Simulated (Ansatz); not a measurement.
# NiO2: the cost of one run

Computed with Ansatz 0.2.0 (DFT r2SCAN, scalar-relativistic, plane waves, PAW, unless a step's input says otherwise).

2 further runs of the same task are left out: 2 that didn't finish.

## Step 1: Starting point

The structure is trigonal, space group R-3m (No. 166). The conventional cell has a = 2.804 Å, b = 2.804 Å, c = 20.923 Å, α = 90.00°, β = 90.00°, γ = 120.00°. Ni (site symmetry -3m) has 6 O at 1.88 Å as nearest neighbours. Around O (site symmetry 3m) lie 3 Ni at 1.88 Å.

Coordinates:

```
Ni O
1.0
     1.40213    0.80952    6.97429
    -1.40213    0.80952    6.97429
     0.00000   -1.61904    6.97429
Ni O
1 2
Direct
  0.00000 0.00000 0.00000
  0.62121 0.62121 0.62121
  0.37879 0.37879 0.37879
```

Source of the structure: the Materials Project (structure only).

(A quick probe on a coarse mesh, which set the mesh and smearing, is not shown.)

## Step 3: Full relaxation

The input, input.yaml:

```yaml
crystal:
  lattice:
    - [1.4021288975, 0.8095194964, 6.9742947559]
    - [-1.4021288975, 0.8095194964, 6.9742947559]
    - [0.0, -1.6190389929, 6.9742947559]
  atoms:
    - { symbol: Ni, position: [0.0, 0.0, 0.0] }
    - { symbol: O, position: [0.621211, 0.621211, 0.621211] }
    - { symbol: O, position: [0.378789, 0.378789, 0.378789] }
basis:
  ecutwfc: 500
kpoints:
  mp_grid: { grid: [12, 12, 12] }
hamiltonian:
  xc: r2scan
scf:
  occupations: { method: gaussian, width: 0.02 }
output:
  forces: true
  stress: true
  eigenvalues: true
  write_density: true
  write_potential: true
  elf: true
  volumetric_format: npy
relax:
  adjacent_minimum: "off"
  f_tol: 0.005
  max_steps: 80
  cell: { stress_tol: 0.05 }
```

On the command line:

```console
> ansatz run input.yaml --threads 1 --pin off --max-ram 2560MiB --backend cpu --events-out ev --progress --plain --runs-dir out
```

Q: Estimate wall time and peak memory on 1 thread of Intel Xeon Platinum 8259CL at 2.50GHz (Skylake/Cascade Lake), shared host.

About 9.4 min, with a peak of 0.72 GiB.
